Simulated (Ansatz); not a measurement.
**BFH₃NTe: small, medium and large basis sets**

An exercise on one series of results from a longer session: the logs are not shown, and one member is left open.

The runs use Ansatz 0.2.0, Gaussian basis; one geometry, several basis sets.

Levels to be run: PBE0-D4/def2-SVP; ωB97M-V/def2-SVP; PBE0-D4/def2-QZVPP; ωB97M-V/def2-QZVPP; the functionals' def2-TZVPP values are taken from earlier runs.

**The geometry**

The geometry comes from an earlier relaxation with PBE0-D4 in a triple-zeta def2 set; it is a stationary point, not always the lowest conformer. Te takes the def2 core potential; no spin-orbit term is included.

SMILES `NB(F)[TeH]`, 7 atoms, charge 0, spin multiplicity 1.

Atoms are counted from 1 here; the program's logs count them from 0.

Bond lengths: N1–B2 1.390 Å, N1–H5 1.003 Å, N1–H6 1.007 Å, B2–F3 1.336 Å, B2–Te4 2.181 Å, Te4–H7 1.658 Å. Angles: B2–N1–H5 123.7°, B2–N1–H6 121.4°, H5–N1–H6 114.9°, N1–B2–F3 119.5°, N1–B2–Te4 124.6°, F3–B2–Te4 115.9°, B2–Te4–H7 93.2°.

Set-up of the first run:

The input, in.yaml:

```yaml
crystal:
  periodic: [false, false, false]
  atoms:
    - {symbol: N, position_ang: [0.092583, 0.726681, 0.700676]}
    - {symbol: B, position_ang: [0.085748, -0.611373, 0.325465]}
    - {symbol: F, position_ang: [0.271498, -1.555652, 1.251690]}
    - {symbol: Te, position_ang: [-0.212299, -1.324216, -1.714411]}
    - {symbol: H, position_ang: [-0.040445, 1.485437, 0.058499]}
    - {symbol: H, position_ang: [0.234868, 1.002959, 1.658554]}
    - {symbol: H, position_ang: [-0.370752, 0.208164, -2.326072]}
basis:
  gaussian: {orbitals: def2-SVP}
hamiltonian: {xc: pbe0, dispersion: d4}
output: {orbitals: {seedname: orbitals}}
```

On the command line:

```bash
ansatz run in.yaml --threads 2 --pin off --events-out ev --progress --plain --max-ram 4352MiB
```

Among the steps run: PBE0-D4 in def2-SVP; ωB97M-V in def2-SVP; PBE0-D4 in def2-QZVPP; ωB97M-V in def2-QZVPP.

One of the session's tables, all rows but one given; the rest of the session is left out.

```
functional       basis  HOMO (eV)  LUMO (eV)
   PBE0-D4    def2-SVP          ?          ?
   PBE0-D4  def2-TZVPP      -6.44      -0.38
   PBE0-D4  def2-QZVPP      -6.47      -0.49
   ωB97M-V    def2-SVP      -8.33       1.81
   ωB97M-V  def2-TZVPP      -8.51       1.43
   ωB97M-V  def2-QZVPP      -8.54       1.18
```

Q: Estimate the row for PBE0-D4, def2-SVP from the others.

**Answer.** HOMO (eV): -6.29; LUMO (eV): -0.16. In the column «HOMO (eV)» it is the highest.
